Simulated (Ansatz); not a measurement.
# AgF: how the settings move a single-point run

Question: which choices in the input matter for AgF? The cell is built on a prototype (NiAs type) and needn't be the phase found in nature.

Method: reference: DFT, PBEsol, plane waves, PAW, in Ansatz 0.2.0.

### Step 1. The structure to begin with

It takes space group P6_3/mmc (No. 194, hexagonal). Conventional cell: a = 3.161 Å, b = 3.161 Å, c = 6.632 Å, α = 90.00°, β = 90.00°, γ = 120.00°. Ag (site symmetry -3m) has 6 F at 2.47 Å as nearest neighbours. Around F (site symmetry -6m2) lie 6 Ag at 2.47 Å.

Coordinates:

```
Ag F
1.0
     3.16134    0.00000    0.00000
    -1.58067    2.73780    0.00000
     0.00000    0.00000    6.63204
Ag F
2 2
Direct
  0.00000 0.00000 0.00000
  0.00000 0.00000 0.50000
  0.33333 0.66667 0.25000
  0.66667 0.33333 0.75000
```

### Step 2. Baseline

File input.yaml:

```yaml
crystal:
  lattice:
    - [3.1613430587, 0.0, 0.0]
    - [-1.5806715293, 2.7378033989, 0.0]
    - [0.0, 0.0, 6.632038789]
  atoms:
    - { symbol: Ag, position: [0.0, 0.0, 0.0] }
    - { symbol: Ag, position: [0.0, 0.0, 0.5] }
    - { symbol: F, position: [0.3333333333, 0.6666666667, 0.25] }
    - { symbol: F, position: [0.6666666667, 0.3333333333, 0.75] }
kpoints:
  mp_grid: { grid: [6, 6, 4] }
hamiltonian:
  xc: pbesol
scf:
  occupations: { method: fermi_dirac, width: 0.02 }
  n_extra_bands: 5
output:
  forces: true
  stress: true
  eigenvalues: true
```

Launch:

```
$ ansatz run input.yaml --threads 4 --pin off --max-ram 3686MiB --backend cpu --events-out ev --progress --plain --runs-dir out
```

### Step 3. Variant: occupations.method gaussian, occupations.width 0.05

Edit input.yaml of step 2 so:

```diff
@@ -15,3 +15,3 @@
 scf:
-  occupations: { method: fermi_dirac, width: 0.02 }
+  occupations: { method: gaussian, width: 0.05 }
   n_extra_bands: 5
```

Before running it: what results should come out? Wanted: for each run, ending; energy change; pressure; gap; force.

**Answer**, as computed:

```csv
run,ending,energy change,pressure (GPa),gap (eV),force (eV/Å),cycles,time
reference,converged,0,-1.7,0.00,0.00,6,0.74 s
"1: occupations.method gaussian, occupations.width 0.05",converged,0.0 meV/atom (σ→0),-1.7,0.00,0.00,6,0.73 s
```

Residual by cycle in the longest SCF loop of each run; runs are numbered as in the table. The quantity is the density residual dr2, in eV.

```csv
cycle,reference,run 1
1,0.116,0.116
2,0.258,0.263
3,7.6e-4,5.9e-4
4,6.1e-5,4.2e-5
5,2.3e-6,1.5e-6
6,3.1e-8,1.7e-8
```

**Reading.** Changing the smearing leaves the energy as it was (0.0 meV/atom).
